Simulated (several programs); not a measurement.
# Many methods on one cell: Ag2IBr (ordering on rocksalt)

Ag2IBr, ordered on the rocksalt lattice (P4/mmm) with 4 atoms a cell, relaxed with r2SCAN in Ansatz, was computed with several methods. It is tetragonal, P4/mmm (No. 123); a = 4.241 Å, c = 5.906 Å in the conventional setting, 26.55 Å³ an atom. Br is surrounded by 6 Ag at 2.95–3.00 Å; Ag is surrounded by 2 Br at 2.95 Å and 4 I at 3.00 Å; I is surrounded by 6 Ag at 2.95–3.00 Å; Ag is surrounded by 2 I at 2.95 Å and 4 Br at 3.00 Å. These are computed values for a spin-unpolarised cell that may be hypothetical; none is a measurement.

Space group P4/mmm (No. 123). a = 4.241 Å, b = 4.241 Å, c = 5.906 Å, α = 90.00°, β = 90.00°, γ = 90.00°
```tsv
atom	site	symmetry	x	y	z
Br	1a	4/mmm	0.0000	0.0000	0.0000
Ag	1b	4/mmm	0.0000	0.0000	0.5000
I	1d	4/mmm	0.5000	0.5000	0.5000
Ag	1c	4/mmm	0.5000	0.5000	0.0000
```

Gaps and times are for a single point on this cell; volume and bulk modulus come from each method's own relaxation or energy curve at fixed shape, which is too stiff where a cell has free coordinates or axes. Times are rough, from shared hosts (Arm Neoverse N1; Arm Neoverse V1), and each method has its own mesh and cell size. A double dagger marks a value from a curve with shape and coordinates held. The energy curve of PM7 (MOPAC) is jagged, so its SCF state, and with it the gap, is in doubt. PM6 (MOPAC), PM7 (MOPAC), GFN1-xTB (tblite), GFN2-xTB (tblite) treat a cluster of cells at its zone centre, which samples few k points: where these miss a band edge, the gap comes out too large for that reason alone. Gaps from k meshes are read at a limited set of points (mesh, symmetry points, PBE's band edges), so each method's own least gap may be somewhat smaller. xTB and the PM methods were fitted mostly to molecules, and can miss a solid's gap by electronvolts. Minimal bases can be far off for gaps. Times of the plane-wave ladder aren't listed, since it ran on unlike processors and cards. GLLB-SC's gap includes the derivative discontinuity. d marks a direct gap, i an indirect one (no mark: not told apart), a dash a value that wasn't computed or didn't pass its checks.

```
                              method              kind  gap (eV)  own volume (Å³/atom)  bulk modulus (GPa)  atoms computed  processor time
                   GFN1-xTB (tblite)     tight binding      1.27                28.17‡                 57‡         cluster           1.5 s
light PBE (260 eV and a coarse mesh)  light plane-wave    0.48 i                     –                   –               4           2.5 s
                   GFN2-xTB (tblite)     tight binding      2.16                27.27‡                 45‡         cluster           2.8 s
                      PBE/SZV (CP2K)       small basis    0.69 i                     –                   –               4           7.8 s
                                 PBE         semilocal    0.53 i                 27.15                 37‡               4               –
                              r2SCAN         semilocal    1.08 i                 26.55                 42‡               4               –
              PBE/single zeta (GPAW)       small basis    0.39 i                     –                   –               4            24 s
                     PBE/DZVP (CP2K)       small basis    0.59 i                27.70‡                 35‡               4            25 s
                         PM7 (MOPAC)    semi-empirical      4.89                     –                   –         cluster            26 s
                      GLLB-SC (GPAW)   model potential      1.07                     –                   –               4            37 s
                         PM6 (MOPAC)    semi-empirical      2.27                     –                   –         cluster            38 s
                             PBE+SOC         semilocal    0.41 i                     –                   –               4               –
                               HSE06            hybrid    1.71 i                     –                   –               4               –
                                PBE0            hybrid    2.37 i                     –                   –               4               –
```

Against HSE06 (1.71 eV) and with closed or daggered gaps left aside, the nearest gap at the points sampled is that of GFN1-xTB (tblite) (-0.44 eV) and the farthest that of PM7 (MOPAC) (+3.18 eV). HSE06 is only a yardstick of convenience, and nearness to it can be luck.

Volumes against r2SCAN's: PBE +2.3 %.

Only the rows marked +SOC include spin-orbit coupling.
